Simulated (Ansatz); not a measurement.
**Zn: an axial (c/a) deformation path**

The task here is to estimate one member of a computed series from the others.

Program: Ansatz 0.2.0. Level of theory: DFT PBE, scalar-relativistic, plane waves, PAW. These are calculated values, not measurements.

## The starting structure

It takes space group P6_3/mmc (No. 194, hexagonal). Conventional cell: a = 2.665 Å, b = 2.665 Å, c = 4.947 Å, α = 90.00°, β = 90.00°, γ = 120.00°. Zn (site symmetry -6m2) has 12 Zn at 2.66 to 2.91 Å in its first shell of neighbours.

Structure file:

```cif
data_structure
_symmetry_space_group_name_H-M 'P 1'
_symmetry_Int_Tables_number 1
_cell_length_a 2.6648
_cell_length_b 2.6648
_cell_length_c 4.9467
_cell_angle_alpha 90.000
_cell_angle_beta 90.000
_cell_angle_gamma 120.000
_cell_volume 30.42
loop_
_atom_site_label
_atom_site_type_symbol
_atom_site_fract_x
_atom_site_fract_y
_atom_site_fract_z
_atom_site_occupancy
Zn1 Zn 0.33333 0.66667 0.25000 1
Zn2 Zn 0.66667 0.33333 0.75000 1
```

No relaxation comes first: the listed cell is the starting point.

Set-up of the first run:

Contents of input.yaml:

```yaml
crystal:
  lattice:
    - [2.6647980532, 0.0, 0.0]
    - [-1.3323990266, 2.30778281, 0.0]
    - [0.0, 0.0, 4.9467]
  atoms:
    - { symbol: Zn, position: [0.3333333333, 0.6666666667, 0.25] }
    - { symbol: Zn, position: [0.6666666667, 0.3333333333, 0.75] }
basis:
  ecutwfc: 420
kpoints:
  mp_grid: { grid: [24, 24, 12] }
hamiltonian:
  xc: pbe
scf:
  occupations: { method: gaussian, width: 0.15 }
output:
  forces: true
  stress: true
  eigenvalues: true
  write_density: true
  write_potential: true
  elf: true
  volumetric_format: npy
```

On the command line:

```sh
$ ansatz run input.yaml --threads 1 --pin off --max-ram 2560MiB --backend cpu --events-out ev --progress --plain --runs-dir out
```

Among the steps run: The undisturbed cell; ρ = 0.850; At ρ = 1.200; Point ρ = 0.920; ρ = 1.100; Point ρ = 0.960; ρ = 1.050; Point ρ = 0.800; Point ρ = 1.300.

One table of the session follows, with a row left open; its other results are not shown here.

Collected from the runs (energy zero: the undisturbed cell):

| ρ | ΔE (meV/atom) | pressure (GPa) |
| --- | --- | --- |
| 0.800 | 21.4 | -0.7 |
| 0.850 | 17.4 | -1.1 |
| 0.920 | 9.9 | -1.2 |
| 0.960 | ? | ? |
| 1.000 | 0.0 | -0.4 |
| 1.050 | -0.1 | 0.8 |
| 1.100 | 8.7 | 2.4 |
| 1.200 | 49.0 | 6.5 |
| 1.300 | 132.5 | 12.1 |

**Question.** Estimate the row for ρ = 0.960.

Worked estimate for «ΔE (meV/atom)». A straight line through the neighbours (0.920, 9.9) and (1.000, 0.0) gives 9.9 + (0.0 − 9.9) × (0.960 − 0.920) / (1.000 − 0.920) = 5.0; a parabola fitted to 4 rows on both sides gives 4.6.

The run gave: ΔE (meV/atom): 5.5; pressure (GPa): -0.9. In «ΔE (meV/atom)» the line misses by -0.5 and the parabola by -0.9.
